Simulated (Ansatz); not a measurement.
# CaZr3: the cost of one run

Computed with Ansatz 0.2.0 (DFT PBE, scalar-relativistic, plane waves, PAW, unless a step's input says otherwise).

## 1. The system as given

It takes space group Pm-3m (No. 221, cubic). Conventional cell: a = 4.221 Å, b = 4.221 Å, c = 4.221 Å, α = 90.00°, β = 90.00°, γ = 90.00°. Ca (site symmetry m-3m) is surrounded by 12 Zr at 2.98 Å. Zr (site symmetry 4/mmm) is surrounded by 4 Ca at 2.98 Å and 8 Zr at 2.98 Å.

As a file:

```cif
data_structure
_symmetry_space_group_name_H-M 'P 1'
_symmetry_Int_Tables_number 1
_cell_length_a 4.2210
_cell_length_b 4.2210
_cell_length_c 4.2210
_cell_angle_alpha 90.000
_cell_angle_beta 90.000
_cell_angle_gamma 90.000
_cell_volume 75.21
loop_
_atom_site_label
_atom_site_type_symbol
_atom_site_fract_x
_atom_site_fract_y
_atom_site_fract_z
_atom_site_occupancy
Ca1 Ca 0.00000 0.00000 0.00000 1
Zr1 Zr 0.00000 0.50000 0.50000 1
Zr2 Zr 0.50000 0.00000 0.50000 1
Zr3 Zr 0.50000 0.50000 0.00000 1
```

This is candidate A: Cu3Au (L1_2) type (Pm-3m, No. 221).

(A quick probe on a coarse mesh, which set the mesh and smearing, is not shown.)

## 3. Rough relaxation on the coarse mesh (candidate A)

Input file input.yaml:

```yaml
crystal:
  lattice:
    - [4.2210320545, 0.0, 0.0]
    - [0.0, 4.2210320545, 0.0]
    - [0.0, 0.0, 4.2210320545]
  atoms:
    - { symbol: Ca, position: [0.0, 0.0, 0.0] }
    - { symbol: Zr, position: [0.0, 0.5, 0.5] }
    - { symbol: Zr, position: [0.5, 0.0, 0.5] }
    - { symbol: Zr, position: [0.5, 0.5, 0.0] }
basis:
  ecutwfc: 420
kpoints:
  mp_grid: { grid: [4, 4, 4] }
hamiltonian:
  xc: pbe
scf:
  occupations: { method: gaussian, width: 0.1 }
  lower_state_search: "off"
output:
  forces: true
  stress: true
  eigenvalues: true
relax:
  adjacent_minimum: "off"
  f_tol: 0.04
  max_steps: 70
  cell: { stress_tol: 0.4 }
```

Launch:

```console
$ ansatz run input.yaml --threads 1 --pin off --max-ram 2560MiB --backend cpu --events-out ev --progress --plain --runs-dir out
```

What time and memory should one allow on 1 thread of Intel Xeon 6975P-C (Granite Rapids), shared host?

About 6 s, with a peak of 0.39 GiB.
